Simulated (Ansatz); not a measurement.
# CH₂CoO₃−: geometry and frequencies at several levels

Wanted for CH₂CoO₃−: geometry and frequencies at several levels. Charge -1.

Computed with Ansatz 0.2.0 (the levels named in each step, unless a step's input says otherwise).

## 1. The system as given

Bond lengths: O1–C2 1.182 Å, C2–Co3 1.689 Å, Co3–O4 1.828 Å, Co3–O5 1.828 Å, O4–H6 0.953 Å, O5–H7 0.953 Å. Angles: O1–C2–Co3 180.0°, C2–Co3–O4 107.5°, C2–Co3–O5 107.5°, O4–Co3–O5 145.0°, Co3–O4–H6 129.3°, Co3–O5–H7 129.3°.

Structure file:

```xyz
7

O     2.2695   -0.1370   -0.9627
C     1.1837   -0.0715   -0.5016
Co   -0.3690    0.0222    0.1567
O    -1.0808   -1.6614    0.1295
O    -0.6679    1.7675    0.6122
H    -0.7241   -2.4618   -0.2454
H    -0.0711    2.5101    0.5827
```

## 2. A rough first relaxation, PBE-D4/def2-SVPD

Input file input.yaml:

```yaml
crystal:
  periodic: [false, false, false]
  atoms:
    - { symbol: O, position_ang: [2.26954, -0.137, -0.96272] }
    - { symbol: C, position_ang: [1.18368, -0.07149, -0.50164] }
    - { symbol: Co, position_ang: [-0.36895, 0.02224, 0.15669] }
    - { symbol: O, position_ang: [-1.08079, -1.66135, 0.12947] }
    - { symbol: O, position_ang: [-0.66786, 1.76751, 0.61224] }
    - { symbol: H, position_ang: [-0.72413, -2.46183, -0.24538] }
    - { symbol: H, position_ang: [-0.07106, 2.5101, 0.58267] }
total_charge: -1
basis:
  gaussian: { orbitals: def2-SVPD }
hamiltonian:
  xc: pbe
  dispersion: d4
relax:
  f_tol: 0.03
  max_steps: 200
```

Run with:

```sh
ansatz run input.yaml --threads 4 --pin off --max-ram 10240MiB --backend cpu --events-out ev --progress --plain --runs-dir out
```

After this run come: Relaxation, HF/STO-3G; Frequencies, HF/STO-3G; Relaxation, HF/def2-SVPD; Frequencies, HF/def2-SVPD; Relaxation, LDA/def2-SVPD; Frequencies, LDA/def2-SVPD; Relaxation, PBE-D4/def2-SVPD; Frequencies, PBE-D4/def2-SVPD.

**Question.** What will these runs give? Wanted: O1–C2 at PBE-D4/def2-SVPD; C2–Co3 at PBE-D4/def2-SVPD; Co3–O4 at PBE-D4/def2-SVPD; frequencies at PBE-D4/def2-SVPD.

The runs gave:

| quantity | value |
| --- | --- |
| O1–C2 at PBE-D4/def2-SVPD | 1.195 Å |
| C2–Co3 at PBE-D4/def2-SVPD | 1.643 Å |
| Co3–O4 at PBE-D4/def2-SVPD | 1.834 Å |
| frequencies at PBE-D4/def2-SVPD | 92 to 3684 cm⁻¹ |

The O–C distance spreads over 0.073 Å, from HF/def2-SVPD (shortest) to PBE-D4/def2-SVPD. No mode is imaginary, so the geometry is a minimum.
